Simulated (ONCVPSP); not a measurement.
# An ONCV potential for Er, from input to tests

Aim: build the potential from the settings below, then test how well it stands in for the atom: other configurations, scattering, ghost states and the plane-wave cutoff that it needs.

Method: ONCVPSP 4.0.1, PBE, scalar-relativistic.

**1. The atom and the settings**

The settings as typed:

```json
{"element": "erbium (Er, Z = 68)", "type": "optimised norm-conserving Vanderbilt (ONCV)", "frozen core": "[Xe]", "valence charge": "14", "reference configuration": "4f11 5d1 6s2", "partial waves": "6s: rc 3.20 bohr, ncon 5, nbas 8, qcut 2 1/bohr, 1 projector; p scattering state at 0.07 Ha: rc 2.95 bohr, ncon 3, nbas 6, qcut 3 1/bohr, 2 projectors, debl 1.1 Ha; 5d: rc 2.40 bohr, ncon 4, nbas 7, qcut 4.4 1/bohr, 1 projector; 4f: rc 0.75 bohr, ncon 4, nbas 8, qcut 19.5 1/bohr, 2 projectors, debl 1.6 Ha", "local potential": "polynomial inside 0.55 bohr (lpopt 5, dvloc0 0 Ha)", "core correction": "not asked for"}
```

The outer shells as boxes (Hund's rule for the drawing; the calculation is spin-unpolarised):

```
[Xe] core
4f [↑↓][↑↓][↑↓][↑↓][↑ ][↑ ][↑ ]
5d [↑ ][  ][  ][  ][  ]
6s [↑↓]
```

An earlier all-electron run gives the scale for the radii.

All-electron outer shells of the reference configuration (PBE, scalar-relativistic, ld1.x):

```csv
shell,level (eV),outermost node (bohr),outermost maximum (bohr)
5p,-29.76,0.65,1.26
4f,-9.48,–,0.51
6s,-4.41,1.49,3.22
5d,-2.09,0.73,1.88
6p,-1.33,1.81,4.40
```

**2. Generating the potential**

Input file Er.dat:

```
# ATOM AND REFERENCE CONFIGURATION
# atsym  z   nc   nv     iexc    psfile
  Er 68.00   11    3        4      upf
#
#   n    l    f
    1    0    2.00
    2    0    2.00
    2    1    6.00
    3    0    2.00
    3    1    6.00
    3    2   10.00
    4    0    2.00
    4    1    6.00
    4    2   10.00
    5    0    2.00
    5    1    6.00
    4    3   11.00
    5    2    1.00
    6    0    2.00
#
# PSEUDOPOTENTIAL AND OPTIMIZATION
# lmax
    3
#
#   l,   rc,      ep,       ncon, nbas, qcut
    0    3.20    0.00    5    8    2.00
    1    2.95    0.07    3    6    3.00
    2    2.40    0.00    4    7    4.40
    3    0.75    0.00    4    8   19.50
#
# LOCAL POTENTIAL
# lloc, lpopt,  rc(5),   dvloc0
    4    5    0.55    0.00
#
# VANDERBILT-KLEINMAN-BYLANDER PROJECTORs
# l, nproj, debl
    0    1    0.70
    1    2    1.10
    2    1    3.60
    3    2    1.60
#
# MODEL CORE CHARGE
# icmod, fcfact, rcfact
    0    0.00    0.00
#
# LOG DERIVATIVE ANALYSIS
# epsh1, epsh2, depsh
   -2.00    5.00    0.02
#
# OUTPUT GRID
# rlmax, drl
    6.00    0.01
#
# TEST CONFIGURATIONS
# ncnf
    4
# nvcnf
#   n    l    f
    3
    4    3   12.00
    5    2    0.00
    6    0    2.00
#
    3
    4    3   12.00
    5    2    0.00
    6    0    1.00
#
    3
    4    3   12.00
    5    2    0.00
    6    0    0.00
#
    3
    4    3   13.00
    5    2    0.00
    6    0    0.00
#
```

Run with:

```bash
$ oncvpsp.x < Er.dat > Er.out
```

Q: Predict the outcome of this session. Wanted: cutoffs for 1 and 0.1 mHa per electron, occupied waves; bound ghosts; GHOST(+) flags; configuration tests; largest phase difference near zero energy, channels read; projector energies reset by the program.

**Answer**, as computed:

```
                                                quantity                                                                         value
  cutoffs for 1 and 0.1 mHa per electron, occupied waves                                                             186 Ha and 450 Ha
                                            bound ghosts  s at -1467.22 eV, s at -390.72 eV, s at -8.64 eV, p at -452.67 eV and 2 more
                                          GHOST(+) flags                                                                   p at 224 eV
                                     configuration tests                                                   no usable energy difference
largest phase difference near zero energy, channels read                                                                     2.958 rad
                 projector energies reset by the program                                                            p: 0.050, 1.150 Ha
```

In words: A bound ghost (s, p, d) makes it unfit for use: electrons can fall into a state that the atom doesn't have. Of the tests 3 gave no usable energy difference, which is a warning in itself. The potential is very hard: the looser tolerance needs 186 Ha. At the looser tolerance the 4f wave is the slowest; 5d needs 9 Ha. Of the channels read, s scatters worst near zero energy, by up to 2.96 rad. A step near π is an extra or missing state, not a misfit of shape. The pseudo curves have a pole with no partner nearby in the atom's: s at -0.31 Ha. The program also flags highly localised states, GHOST(+) (p). These are tests on the free atom; a crystal test is still owed.
